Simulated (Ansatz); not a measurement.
The system is IrPd3.

```
Ir Pd
1.0
    -1.96946    1.96946    3.89285
     1.96946   -1.96946    3.89285
     1.96946    1.96946   -3.89285
Ir Pd
1 3
Direct
  0.00000 0.00000 0.00000
  0.50000 0.50000 0.00000
  0.25000 0.75000 0.50000
  0.75000 0.25000 0.50000
```

The cell comes from a database or a generator and needn't be the stable form of this composition.

```yaml
Program: Ansatz 0.2.0
Task: single point
Functional: PBEsol
Potentials_or_basis: all-electron LAPW, scalar-relativistic
Cutoff: 266 eV (chosen from the basis error)
Basis_error_allowed: 0.001 eV/atom
k_mesh: 10 × 10 × 10
Occupations: fermi-dirac, width 0.05 eV
Spin: no spin polarisation
```

On this cell: pressure -11.2 GPa; largest force under 0.003 eV/Å; band gap on the k mesh none (metal or under the smearing width).

The same run follows on a disturbed copy (atoms moved at random, drawn with an rms of 0.05 Å):

```
CELL_PARAMETERS angstrom
-1.96946 1.96946 3.89285
1.96946 -1.96946 3.89285
1.96946 1.96946 -3.89285
ATOMIC_POSITIONS crystal
Ir 0.99326 0.00545 0.00553
Pd 0.52020 0.50845 0.00681
Pd 0.24497 0.75872 0.50667
Pd 0.74209 0.26052 0.50185
```

**Question.** What does the disturbed cell give?

**Answer.** The energy (extrapolated to zero smearing) moves by +14.5 meV/atom; pressure -10.5 GPa; largest force 0.983 eV/Å; band gap on the k mesh none (metal or under the smearing width).

Forces on the atoms (eV/Å):
```
Ir  -0.117  0.119  0.077
Pd   0.395 -0.465 -0.771
Pd  -0.094  0.110  0.409
Pd  -0.183  0.236  0.285
```

Stress tensor (GPa, compression positive):
```
-10.56  -0.11  -0.24
 -0.11 -10.40   0.16
 -0.24   0.16 -10.54
```
